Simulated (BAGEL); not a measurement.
# C2H4BClN− (SMILES C[BH-](Cl)C#N): HF/6-31G(d) (density fitting with qzvpp-jkfit, spherical functions)

Aim: the energy change on altering one bond length of C2H4BClN− at HF/6-31G* (density fitting with qzvpp-jkfit, spherical functions), from 2 runs. 

The calculation is run with BAGEL 1.2.2.

11 further runs of the same task are left out: 11 that didn't finish.

**1. The structure to begin with**

C2H4BClN− has 9 atoms, charge -1, and is taken as a singlet. SMILES: `C[BH-](Cl)C#N`. Geometry: relaxed at GFN2-xTB.

Bond lengths: C1–B2 1.633 Å, B2–Cl3 1.917 Å, B2–C4 1.553 Å, C4–N5 1.154 Å, C1–H6 1.093 Å, C1–H7 1.091 Å, C1–H8 1.091 Å, B2–H9 1.204 Å. Some angles: C1–B2–Cl3 108.5°, C1–B2–C4 110.9°, Cl3–B2–C4 105.9°, B2–C4–N5 178.9°, C1–B2–H9 113.7°, Cl3–B2–H9 106.5°, C4–B2–H9 111.0°, B2–C1–H6 110.7°, B2–C1–H7 112.2°, B2–C1–H8 111.6°.

**2. The energy at HF/6-31G(d) (density fitting with qzvpp-jkfit, spherical functions)**

Contents of input.json:

```json
{ "bagel" : [

{
  "title" : "molecule",
  "basis" : "6-31gs.json",
  "df_basis" : "qzvpp-jkfit",
  "angstrom" : "true",
  "geometry" : [
    { "atom" : "C", "xyz" : [   -0.577300,   -0.927020,   -0.158590 ] },
    { "atom" : "B", "xyz" : [    0.300490,    0.290580,    0.485280 ] },
    { "atom" : "Cl", "xyz" : [    2.128480,   -0.273480,    0.606480 ] },
    { "atom" : "C", "xyz" : [    0.300000,    1.529340,   -0.451270 ] },
    { "atom" : "N", "xyz" : [    0.279660,    2.454560,   -1.139930 ] },
    { "atom" : "H", "xyz" : [   -1.626030,   -0.636260,   -0.256750 ] },
    { "atom" : "H", "xyz" : [   -0.223790,   -1.209760,   -1.151100 ] },
    { "atom" : "H", "xyz" : [   -0.543190,   -1.821150,    0.465590 ] },
    { "atom" : "H", "xyz" : [   -0.038320,    0.593190,    1.600290 ] }
  ]
},
{ "title" : "hf", "charge" : -1 },
{ "title" : "print", "file" : "orbitals.molden", "orbitals" : "true" }

]}
```

The basis set 6-31G* is read from a file made from the Basis Set Exchange's data (not shown).

Started as:

```sh
$ BAGEL_NUM_THREADS=1 BAGEL input.json > input.out
```

The program printed:

```text
* using 1 threads per process

  ===============================================================
  ===============================================================

  *** Geometry ***

  { "atom" : "C", "xyz" : [     -1.090939,     -1.751814,     -0.299692 ] },
  { "atom" : "B", "xyz" : [      0.567844,      0.549117,      0.917046 ] },
  { "atom" : "Cl", "xyz" : [      4.022244,     -0.516802,      1.146081 ] },
  { "atom" : "C", "xyz" : [      0.566918,      2.890034,     -0.852777 ] },
  { "atom" : "N", "xyz" : [      0.528481,      4.638446,     -2.154156 ] },
  { "atom" : "H", "xyz" : [     -3.072751,     -1.202357,     -0.485187 ] },
  { "atom" : "H", "xyz" : [     -0.422902,     -2.286115,     -2.175264 ] },
  { "atom" : "H", "xyz" : [     -1.026480,     -3.441475,      0.879838 ] },
  { "atom" : "H", "xyz" : [     -0.072414,      1.120967,      3.024110 ] },

  Number of auxiliary basis functions:      502

  Since a DF basis is specified, we compute 2- and 3-index integrals:
    o Being stored without compression. Storage requirement is 0.027 GB

  Number of basis functions:       82
  Number of electrons      :       45

    * METHOD: MOLECULE                             0.24

  *** RHF ***

  === Nuclear Repulsion ===
   175.2087396221

      * DIIS with orbital gradients will be used.

  === RHF iteration (6-31gs.json) ===
      0       -616.58622735          0.01755607           0.07
      1       -616.71771438          0.01226141           0.07
      2       -616.77688417          0.00248775           0.07
      3       -616.78012128          0.00083893           0.07
      4       -616.78051260          0.00010828           0.07
      5       -616.78052218          0.00004070           0.07
      6       -616.78052357          0.00001359           0.07
      7       -616.78052375          0.00000262           0.07
      8       -616.78052376          0.00000120           0.07
      9       -616.78052376          0.00000075           0.07
     10       -616.78052376          0.00000035           0.07
     11       -616.78052376          0.00000015           0.07
     12       -616.78052376          0.00000004           0.07
     13       -616.78052376          0.00000001           0.07
     14       -616.78052376          0.00000000           0.07
    * SCF iteration converged.

    * Permanent dipole moment:
           (    0.298894,     0.913686,    -0.208701) a.u.

    * METHOD: HF                                   1.23

    * METHOD: PRINT                                0.01

  ===============================================================
```

Wall time 1.6 s (1 thread of Arm Neoverse V2, shared host); peak memory 0.12 GiB.

**3. The distorted shape, same level**

Contents of hf.json:

```json
{ "bagel" : [

{
  "title" : "molecule",
  "basis" : "6-31gs.json",
  "df_basis" : "qzvpp-jkfit",
  "angstrom" : "true",
  "geometry" : [
    { "atom" : "C", "xyz" : [      -2.770869,      -0.250154,      -0.304029 ] },
    { "atom" : "B", "xyz" : [      -1.893079,       0.967446,       0.339841 ] },
    { "atom" : "Cl", "xyz" : [       2.128480,      -0.273480,       0.606480 ] },
    { "atom" : "C", "xyz" : [      -1.893569,       2.206206,      -0.596709 ] },
    { "atom" : "N", "xyz" : [      -1.913909,       3.131426,      -1.285369 ] },
    { "atom" : "H", "xyz" : [      -3.819599,       0.040606,      -0.402189 ] },
    { "atom" : "H", "xyz" : [      -2.417359,      -0.532894,      -1.296539 ] },
    { "atom" : "H", "xyz" : [      -2.736759,      -1.144284,       0.320151 ] },
    { "atom" : "H", "xyz" : [      -2.231889,       1.270056,       1.454851 ] }
  ]
},

{
  "title" : "hf",
  "charge" : -1
},

{
  "title" : "print",
  "file" : "orbitals.molden",
  "orbitals" : "true"
}

]}
```

The basis set 6-31G* is read from a file made from the Basis Set Exchange's data (not shown).

Started as:

```sh
$ BAGEL_NUM_THREADS=1 BAGEL hf.json > hf.out
```

The program printed:

```text
* using 1 threads per process

  ===============================================================
  ===============================================================

  *** Geometry ***

  { "atom" : "C", "xyz" : [     -5.236184,     -0.472723,     -0.574532 ] },
  { "atom" : "B", "xyz" : [     -3.577401,      1.828208,      0.642206 ] },
  { "atom" : "Cl", "xyz" : [      4.022244,     -0.516802,      1.146081 ] },
  { "atom" : "C", "xyz" : [     -3.578327,      4.169125,     -1.127617 ] },
  { "atom" : "N", "xyz" : [     -3.616764,      5.917538,     -2.428995 ] },
  { "atom" : "H", "xyz" : [     -7.217996,      0.076734,     -0.760027 ] },
  { "atom" : "H", "xyz" : [     -4.568146,     -1.007024,     -2.450104 ] },
  { "atom" : "H", "xyz" : [     -5.171725,     -2.162383,      0.604998 ] },
  { "atom" : "H", "xyz" : [     -4.217659,      2.400058,      2.749270 ] },

  Number of auxiliary basis functions:      502

  Since a DF basis is specified, we compute 2- and 3-index integrals:
    o Being stored without compression. Storage requirement is 0.027 GB

  Number of basis functions:       82
  Number of electrons      :       45

    * METHOD: MOLECULE                             0.25

  *** RHF ***

  === Nuclear Repulsion ===
   135.8521835084

      * DIIS with orbital gradients will be used.

  === RHF iteration (6-31gs.json) ===
      0       -616.47215653          0.01873088           0.08
      1       -616.61569017          0.01478372           0.07
      2       -616.70250432          0.00245026           0.08
      3       -616.70606142          0.00077207           0.07
      4       -616.70652180          0.00014999           0.08
      5       -616.70654501          0.00006519           0.07
      6       -616.70655061          0.00003482           0.08
      7       -616.70655282          0.00001625           0.07
      8       -616.70655343          0.00000619           0.08
      9       -616.70655349          0.00000334           0.07
     10       -616.70655350          0.00000118           0.07
     11       -616.70655350          0.00000043           0.08
     12       -616.70655350          0.00000015           0.07
     13       -616.70655350          0.00000006           0.08
     14       -616.70655350          0.00000003           0.08
     15       -616.70655350          0.00000001           0.07
     16       -616.70655350          0.00000001           0.08
    * SCF iteration converged.

    * Permanent dipole moment:
           (    4.475421,    -0.491139,     0.424954) a.u.

    * METHOD: HF                                   1.49

    * METHOD: PRINT                                0.01

  ===============================================================
```

It took 1.9 s on 1 thread of Arm Neoverse V2, shared host; peak memory 0.12 GiB.

**4. Summary of results**

Level: HF/6-31G* (density fitting with qzvpp-jkfit, spherical functions).

| quantity | value |
| --- | --- |
| first shape: total energy | -616.78052 Eh |
| first shape: HOMO energy | -5.90 eV |
| first shape: LUMO energy | 9.89 eV |
| first shape: HOMO–LUMO gap (to an unbound level, set by the basis) | 15.80 eV |
| distorted shape: total energy | -616.70655 Eh |
| distorted shape: HOMO energy | -4.02 eV |
| distorted shape: LUMO energy | 4.11 eV |
| distorted shape: HOMO–LUMO gap (to an unbound level, set by the basis) | 8.13 eV |
| energy change with the B2–Cl3 bond stretched from 1.917 to 4.217 Å | 2.013 eV |

**Reading.** With the B2–Cl3 bond stretched from 1.917 to 4.217 Å the energy rises by 2.01 eV (194 kJ/mol). The first shape isn't relaxed at this level, so the change isn't measured from a minimum.
